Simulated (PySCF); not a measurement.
# BrH6OPSi2: electronic excitations at several levels of theory, part 2 of 2

PySCF 2.14.0. Atoms count from 0.

## 10. Excited states and response: wB97X-D/def2-SVPD

The job: settings as JSON, then the geometry in Å.

```
{"job": {"kind": "uv", "xc": "wB97X-D", "basis": "def2-SVPD", "ip": true}, "charge": 0, "multiplicity": 1}
P      2.572644    -0.543840     0.760561
Si     0.819206     0.430611    -0.264960
O     -0.555546    -0.210934     0.434350
Si    -2.197104    -0.124434     0.427161
Br    -2.894961     0.528420    -1.585839
H      2.527559    -1.710570    -0.063392
H      3.501297     0.131318    -0.093827
H      0.887248     1.900268    -0.006118
H      0.773415     0.186664    -1.736154
H     -2.673486     0.885602     1.407428
H     -2.759219    -1.471008     0.694007
```

Method: TDDFT wB97X-D/def2-SVPD, vertical, gas phase, core orbitals frozen in the response.

Log:

```text
coarse grid: 46584 points
cycle   1  E = -3572.7153415153  dE = -8.867e-01  |g| = 7.268e-01  |ddm| = 3.947e+00
cycle   2  E = -3572.6685387738  dE =  4.680e-02  |g| = 9.203e-01  |ddm| = 1.774e+00
cycle   3  E = -3572.8272298422  dE = -1.587e-01  |g| = 7.115e-02  |ddm| = 8.608e-01
cycle   4  E = -3572.8285969689  dE = -1.367e-03  |g| = 2.431e-02  |ddm| = 1.688e-01
cycle   5  E = -3572.8287954941  dE = -1.985e-04  |g| = 6.722e-03  |ddm| = 6.618e-02
cycle   6  E = -3572.8288044257  dE = -8.932e-06  |g| = 1.269e-03  |ddm| = 1.393e-02
final grid: 92296 points
cycle   7  E = -3572.8286061144  dE = -1.784e-06  |g| = 6.815e-04  |ddm| = 1.553e-02
cycle   8  E = -3572.8286062453  dE = -1.309e-07  |g| = 4.479e-04  |ddm| = 2.799e-03
cycle   9  E = -3572.8286062854  dE = -4.011e-08  |g| = 6.642e-05  |ddm| = 7.828e-04
cycle  10  E = -3572.8286062888  dE = -3.361e-09  |g| = 2.609e-05  |ddm| = 4.026e-04
cycle  11  E = -3572.8286062890  dE = -2.792e-10  |g| = 5.623e-06  |ddm| = 8.238e-05
converged SCF energy = -3572.8286062890

Static polarisability (au): isotropic 104.041, principal 87.923 96.717 127.482

Singlet excitations
state   eV       nm        f      main configurations
  1   6.5196    190.2   0.02238   H->L 0.41, H->L+2 0.17, H->L+3 0.15
  2   6.9062    179.5   0.02884   H->L 0.34, H->L+2 0.29, H->L+3 0.23
  3   7.1263    174.0   0.01392   H->L+4 0.51, H->L+2 0.19, H->L+3 0.10
  4   7.1728    172.9   0.02345   H-1->L+1 0.77, H-1->L+2 0.10
  5   7.3486    168.7   0.30585   H->L+3 0.31, H->L+4 0.17, H->L+5 0.16
  6   7.3830    167.9   0.04314   H-1->L 0.54, H-3->L 0.08
  7   7.4710    166.0   0.03356   H-2->L+1 0.72, H-2->L+2 0.10
  8   7.7304    160.4   0.00487   H-3->L 0.50, H-2->L 0.17
  9   7.9098    156.7   0.02953   H-2->L 0.46, H-4->L 0.12, H-3->L 0.10
 10   8.0755    153.5   0.00325   H-1->L+2 0.24, H-1->L+3 0.20, H-1->L 0.11

Triplet excitations (Tamm-Dancoff, eV): 5.8330 5.9112 6.6325 6.7716
Vertical ionisation energy (delta-SCF) = 9.8659 eV
```

Wall time 4 min (1 thread, shared host).

Key values: HOMO -9.53 eV, LUMO 1.40 eV; lowest singlet 6.52 eV.

## 11. Excited states and response: LC-wPBE/def2-SVPD

Same as in step 10 but for these lines:

```diff
@@ -1,2 +1,2 @@
-{"job": {"kind": "uv", "xc": "wB97X-D", "basis": "def2-SVPD", "ip": true}, "charge": 0, "multiplicity": 1}
+{"job": {"kind": "uv", "xc": "LC-wPBE", "basis": "def2-SVPD", "ip": true}, "charge": 0, "multiplicity": 1}
 P      2.572644    -0.543840     0.760561
```

With the program's defaults for keys left out, this is: TDDFT LC-wPBE/def2-SVPD, vertical, gas phase, core orbitals frozen in the response.

Log:

```text
coarse grid: 46584 points
cycle   1  E = -3572.0046795911  dE = -9.004e-01  |g| = 7.165e-01  |ddm| = 3.970e+00
cycle   2  E = -3572.0023343925  dE =  2.345e-03  |g| = 7.944e-01  |ddm| = 1.518e+00
cycle   3  E = -3572.1173766070  dE = -1.150e-01  |g| = 7.635e-02  |ddm| = 6.825e-01
cycle   4  E = -3572.1189556480  dE = -1.579e-03  |g| = 2.089e-02  |ddm| = 1.635e-01
cycle   5  E = -3572.1191478710  dE = -1.922e-04  |g| = 5.965e-03  |ddm| = 7.269e-02
cycle   6  E = -3572.1191589557  dE = -1.108e-05  |g| = 1.773e-03  |ddm| = 1.503e-02
cycle   7  E = -3572.1191606511  dE = -1.695e-06  |g| = 4.966e-04  |ddm| = 6.347e-03
final grid: 92296 points
cycle   8  E = -3572.1191125466  dE = -1.271e-07  |g| = 4.912e-04  |ddm| = 2.240e-03
cycle   9  E = -3572.1191125621  dE = -1.549e-08  |g| = 5.085e-04  |ddm| = 9.803e-04
cycle  10  E = -3572.1191126050  dE = -4.297e-08  |g| = 6.406e-05  |ddm| = 4.023e-04
cycle  11  E = -3572.1191126073  dE = -2.243e-09  |g| = 3.407e-05  |ddm| = 1.597e-04
cycle  12  E = -3572.1191125940  dE =  1.325e-08  |g| = 3.186e-06  |ddm| = 1.372e-04
cycle  13  E = -3572.1191125940  dE =  5.457e-12  |g| = 9.225e-07  |ddm| = 1.036e-05
converged SCF energy = -3572.1191125940

Static polarisability (au): isotropic 101.801, principal 86.444 94.954 124.006

Singlet excitations
state   eV       nm        f      main configurations
  1   6.7167    184.6   0.02178   H->L+4 0.23, H->L+2 0.19, H->L+5 0.12
  2   7.1986    172.2   0.06821   H->L 0.43, H->L+2 0.18, H->L+3 0.10
  3   7.4357    166.7   0.02159   H-1->L+1 0.56, H-1->L+2 0.11, H-1->L 0.09
  4   7.4688    166.0   0.00695   H->L+4 0.26, H->L+2 0.24, H->L+5 0.15
  5   7.6484    162.1   0.32025   H->L+3 0.35, H->L+5 0.31
  6   7.7335    160.3   0.01604   H-1->L 0.24, H-1->L+1 0.15, H-1->L+2 0.11
  7   7.7609    159.8   0.03099   H-2->L+1 0.41, H-2->L+2 0.10, H-2->L 0.10
  8   8.0977    153.1   0.00730   H-3->L 0.24, H-3->L+2 0.08
  9   8.3656    148.2   0.00854   H-2->L 0.20, H-4->L 0.13, H-4->L+1 0.13
 10   8.4781    146.2   0.00040   H-1->L 0.19, H-1->L+3 0.15, H-1->L+2 0.10

Triplet excitations (Tamm-Dancoff, eV): 5.7465 5.7996 6.7965 6.9175
Vertical ionisation energy (delta-SCF) = 9.9078 eV
```

Run time: 4.6 min. Hardware: 1 thread, shared host.

Key values: HOMO -10.32 eV, LUMO 1.69 eV; lowest singlet 6.72 eV.

## 12. Ultraviolet spectrum: PBE0/6-31G*

Same as in step 11 but for these lines:

```diff
@@ -1,2 +1,2 @@
-{"job": {"kind": "uv", "xc": "LC-wPBE", "basis": "def2-SVPD", "ip": true}, "charge": 0, "multiplicity": 1}
+{"job": {"kind": "uv", "xc": "PBE0", "basis": "6-31G*"}, "charge": 0, "multiplicity": 1}
 P      2.572644    -0.543840     0.760561
```

Level: TDDFT PBE0/6-31G*, vertical, gas phase, core orbitals frozen in the response.

Log:

```text
coarse grid: 46584 points
cycle   1  E = -3572.2220635105  dE = -7.798e-01  |g| = 7.109e-01  |ddm| = 3.044e+00
cycle   2  E = -3572.0222146978  dE =  1.998e-01  |g| = 1.227e+00  |ddm| = 1.607e+00
cycle   3  E = -3572.3214395280  dE = -2.992e-01  |g| = 8.949e-02  |ddm| = 1.110e+00
cycle   4  E = -3572.3234688093  dE = -2.029e-03  |g| = 4.213e-02  |ddm| = 1.880e-01
cycle   5  E = -3572.3240114831  dE = -5.427e-04  |g| = 6.474e-03  |ddm| = 6.083e-02
cycle   6  E = -3572.3240161319  dE = -4.649e-06  |g| = 7.783e-04  |ddm| = 5.087e-03
final grid: 92296 points
cycle   7  E = -3572.3239925465  dE = -2.918e-08  |g| = 7.979e-04  |ddm| = 2.480e-03
cycle   8  E = -3572.3239925151  dE =  3.132e-08  |g| = 8.965e-04  |ddm| = 2.394e-03
cycle   9  E = -3572.3239927494  dE = -2.342e-07  |g| = 1.192e-04  |ddm| = 1.206e-03
cycle  10  E = -3572.3239927524  dE = -3.050e-09  |g| = 9.618e-06  |ddm| = 1.116e-04
cycle  11  E = -3572.3239927524  dE = -3.274e-11  |g| = 2.918e-06  |ddm| = 1.547e-05
converged SCF energy = -3572.3239927524

Static polarisability (au): isotropic 83.721, principal 67.516 76.727 106.920

Singlet excitations
state   eV       nm        f      main configurations
  1   6.4279    192.9   0.02198   H->L 0.90
  2   7.1126    174.3   0.00609   H-1->L 0.50, H-1->L+1 0.35, H->L+1 0.09
  3   7.1617    173.1   0.01709   H->L+1 0.42, H->L+3 0.28, H-1->L 0.11
  4   7.1775    172.7   0.04603   H->L+3 0.43, H->L+1 0.32, H->L+2 0.15
  5   7.2039    172.1   0.00285   H-1->L+1 0.56, H-1->L 0.20, H->L+1 0.11
  6   7.4275    166.9   0.04873   H-2->L+1 0.74, H-2->L 0.15
  7   7.4675    166.0   0.24022   H->L+2 0.58, H-3->L 0.11
  8   7.5391    164.5   0.00873   H-2->L 0.33, H-3->L 0.32, H-2->L+1 0.14
  9   7.6055    163.0   0.08277   H-3->L 0.38, H-2->L 0.34, H-4->L 0.09
 10   7.8093    158.8   0.03251   H->L+4 0.82, H->L+5 0.09

Triplet excitations (Tamm-Dancoff, eV): 5.6990 5.8786 6.4742 6.6901
```

It took 17 s on 1 thread, shared host.

Key values: HOMO -7.65 eV, LUMO -0.03 eV; lowest singlet 6.43 eV.

## 13. Ultraviolet spectrum: PBE0/def2-SVP

Same as in step 12 but for these lines:

```diff
@@ -1,2 +1,2 @@
-{"job": {"kind": "uv", "xc": "PBE0", "basis": "6-31G*"}, "charge": 0, "multiplicity": 1}
+{"job": {"kind": "uv", "xc": "PBE0", "basis": "def2-SVP"}, "charge": 0, "multiplicity": 1}
 P      2.572644    -0.543840     0.760561
```

Method: TDDFT PBE0/def2-SVP, vertical, gas phase, core orbitals frozen in the response.

Log:

```text
coarse grid: 46584 points
cycle   1  E = -3571.9349253439  dE = -8.339e-01  |g| = 7.078e-01  |ddm| = 3.137e+00
cycle   2  E = -3571.7354057837  dE =  1.995e-01  |g| = 1.223e+00  |ddm| = 1.567e+00
cycle   3  E = -3572.0314885951  dE = -2.961e-01  |g| = 8.816e-02  |ddm| = 1.087e+00
cycle   4  E = -3572.0333331338  dE = -1.845e-03  |g| = 4.265e-02  |ddm| = 1.790e-01
cycle   5  E = -3572.0338826111  dE = -5.495e-04  |g| = 6.049e-03  |ddm| = 5.949e-02
cycle   6  E = -3572.0338874127  dE = -4.802e-06  |g| = 8.949e-04  |ddm| = 5.582e-03
final grid: 92296 points
cycle   7  E = -3572.0338614708  dE = -1.686e-08  |g| = 9.135e-04  |ddm| = 2.738e-03
cycle   8  E = -3572.0338614348  dE =  3.597e-08  |g| = 9.961e-04  |ddm| = 2.715e-03
cycle   9  E = -3572.0338617240  dE = -2.892e-07  |g| = 9.176e-05  |ddm| = 1.387e-03
cycle  10  E = -3572.0338617259  dE = -1.897e-09  |g| = 1.074e-05  |ddm| = 8.995e-05
cycle  11  E = -3572.0338617259  dE = -1.637e-11  |g| = 3.259e-06  |ddm| = 1.454e-05
converged SCF energy = -3572.0338617259

Static polarisability (au): isotropic 86.004, principal 72.242 79.909 105.861

Singlet excitations
state   eV       nm        f      main configurations
  1   6.5307    189.8   0.01701   H->L 0.89
  2   7.1753    172.8   0.01271   H->L+2 0.64, H->L+3 0.13
  3   7.2252    171.6   0.00735   H-1->L 0.74, H-1->L+1 0.12
  4   7.3479    168.7   0.00518   H-1->L+1 0.61, H->L+1 0.19
  5   7.3910    167.8   0.00276   H->L+1 0.62, H-1->L+1 0.20
  6   7.5846    163.5   0.00949   H-2->L 0.43, H-2->L+1 0.40
  7   7.6316    162.5   0.00826   H-2->L+1 0.36, H-3->L 0.25, H->L+4 0.14
  8   7.6539    162.0   0.10857   H->L+3 0.40, H-3->L 0.30, H->L+4 0.11
  9   7.7205    160.6   0.06284   H-2->L 0.38, H-3->L 0.19, H-2->L+1 0.16
 10   7.8071    158.8   0.18664   H->L+4 0.52, H->L+3 0.23

Triplet excitations (Tamm-Dancoff, eV): 5.8066 5.9456 6.5980 6.8092
```

Wall time 21 s (1 thread, shared host).

This run: HOMO -7.67 eV, LUMO 0.10 eV; lowest singlet 6.53 eV.

## 14. TDDFT and polarisability: PBE0/def2-TZVP

Same as in step 13 but for these lines:

```diff
@@ -1,2 +1,2 @@
-{"job": {"kind": "uv", "xc": "PBE0", "basis": "def2-SVP"}, "charge": 0, "multiplicity": 1}
+{"job": {"kind": "uv", "xc": "PBE0", "basis": "def2-TZVP"}, "charge": 0, "multiplicity": 1}
 P      2.572644    -0.543840     0.760561
```

Level: TDDFT PBE0/def2-TZVP, vertical, gas phase, core orbitals frozen in the response.

Log:

```text
coarse grid: 46584 points
cycle   1  E = -3572.6666769439  dE = -8.159e-01  |g| = 8.024e-01  |ddm| = 2.588e+00
cycle   2  E = -3572.4283072144  dE =  2.384e-01  |g| = 1.356e+00  |ddm| = 1.075e+00
cycle   3  E = -3572.7679334831  dE = -3.396e-01  |g| = 1.350e-01  |ddm| = 7.773e-01
cycle   4  E = -3572.7713834563  dE = -3.450e-03  |g| = 3.769e-02  |ddm| = 1.243e-01
cycle   5  E = -3572.7717557785  dE = -3.723e-04  |g| = 1.534e-02  |ddm| = 4.496e-02
cycle   6  E = -3572.7718060079  dE = -5.023e-05  |g| = 1.693e-03  |ddm| = 1.186e-02
cycle   7  E = -3572.7718064784  dE = -4.706e-07  |g| = 5.269e-04  |ddm| = 1.753e-03
final grid: 92296 points
cycle   8  E = -3572.7717931799  dE = -2.640e-08  |g| = 6.077e-04  |ddm| = 1.462e-03
cycle   9  E = -3572.7717931575  dE =  2.241e-08  |g| = 6.939e-04  |ddm| = 1.136e-03
cycle  10  E = -3572.7717932708  dE = -1.133e-07  |g| = 4.513e-05  |ddm| = 5.885e-04
cycle  11  E = -3572.7717932712  dE = -4.029e-10  |g| = 1.213e-05  |ddm| = 3.025e-05
converged SCF energy = -3572.7717932712

Static polarisability (au): isotropic 98.818, principal 82.360 91.131 122.963

Singlet excitations
state   eV       nm        f      main configurations
  1   6.1721    200.9   0.01222   H->L 0.86, H->L+2 0.10
  2   6.7130    184.7   0.01010   H->L+2 0.83, H->L 0.09
  3   6.9434    178.6   0.00133   H-1->L 0.88
  4   7.0416    176.1   0.01852   H->L+1 0.44, H->L+4 0.37, H->L+3 0.12
  5   7.1163    174.2   0.02488   H-1->L+1 0.86
  6   7.1844    172.6   0.10562   H->L+3 0.49, H->L+1 0.35
  7   7.2327    171.4   0.18263   H->L+4 0.49, H->L+3 0.19, H->L+1 0.18
  8   7.3183    169.4   0.01047   H-2->L 0.47, H-3->L 0.39
  9   7.4131    167.3   0.03224   H-2->L+1 0.46, H-3->L 0.26, H-2->L 0.16
 10   7.4354    166.7   0.06421   H-2->L+1 0.43, H-2->L 0.23, H-3->L 0.17

Triplet excitations (Tamm-Dancoff, eV): 5.4981 5.5985 6.1424 6.6371
```

Run time: 47 s. Hardware: 1 thread, shared host.

In short: HOMO -7.72 eV, LUMO -0.28 eV; lowest singlet 6.17 eV.

## 15. Side by side: electronic excitations

Excitations and ground-state properties, with basis size and wall time:

```csv
run,lowest singlet (eV),brightest (eV),f,gap (eV),α (Å³),μ (D),functions,time
HF/def2-SVPD,7.00,7.92,0.377,12.30,14.38,0.60,184,24 s
LDA/def2-SVPD,5.39,6.33,0.059,5.31,16.53,0.68,184,2.8 min
PBE/def2-SVPD,5.53,6.41,0.068,5.46,16.26,0.67,184,2.7 min
B3LYP/def2-SVPD,6.12,6.95,0.225,7.01,15.70,0.66,184,2.4 min
PBE0/def2-SVPD,6.23,7.11,0.251,7.40,15.58,0.65,184,2.9 min
BHandHLYP/def2-SVPD,6.62,7.41,0.361,9.20,15.05,0.65,184,3.1 min
CAM-B3LYP/def2-SVPD,6.48,7.26,0.323,9.61,15.42,0.65,184,4.1 min
wB97X-D/def2-SVPD,6.52,7.35,0.306,10.94,15.42,0.61,184,4 min
LC-wPBE/def2-SVPD,6.72,7.65,0.320,12.01,15.09,0.61,184,4.6 min
PBE0/6-31G*,6.43,7.47,0.240,7.63,12.41,0.67,112,17 s
PBE0/def2-SVP,6.53,7.81,0.187,7.77,12.74,0.58,130,21 s
PBE0/def2-TZVP,6.17,7.23,0.183,7.43,14.64,0.64,226,47 s
```

## 16. Outcome

This closing draws on all 2 parts.

```
                                quantity                        value
                             point group                           C1
    rotational constants (main isotopes)         4.71, 0.51, 0.47 GHz
           lowest singlet (HF/def2-SVPD)  7.00 eV (177 nm), f = 0.029
brightest single state of those computed  state 3, 7.92 eV, f = 0.377
                          lowest triplet                      5.63 eV
       vertical ionisation energy (ΔSCF)                      8.92 eV
             range of the lowest singlet              5.39 to 7.00 eV
```

What this shows: Single values in the summary come from the first run of each kind that ended normally (HF/def2-SVPD), which need not be the best level. The optimisation took 8 steps and gained 0.230 eV; among the close pairs (by a distance rule), P0–H6 changed most, from 1.383 to 1.431 Å. The lowest singlet, at 7.00 eV, is HOMO→LUMO+7 0.45, HOMO→LUMO+9 0.11 and is weak; of the 10 states computed, the strongest absorption comes from state 3 at 7.92 eV. The lowest triplet lies 1.36 eV below the lowest singlet (triplets in Tamm-Dancoff, singlets in full TDDFT). At HF/def2-SVPD, the highest states lie near or above the ionisation energy, where they hang on the basis. ΔSCF puts the ionisation energy at 8.92 eV, 1.30 eV below −ε(HOMO). The lowest singlet runs from 5.39 eV (LDA/def2-SVPD) to 7.00 eV (HF/def2-SVPD), while the orbital gap spans 5.31 to 12.30 eV. The lowest state need not be the same one in every run. The runs solved for a few states only, so the brightest column depends on that window.
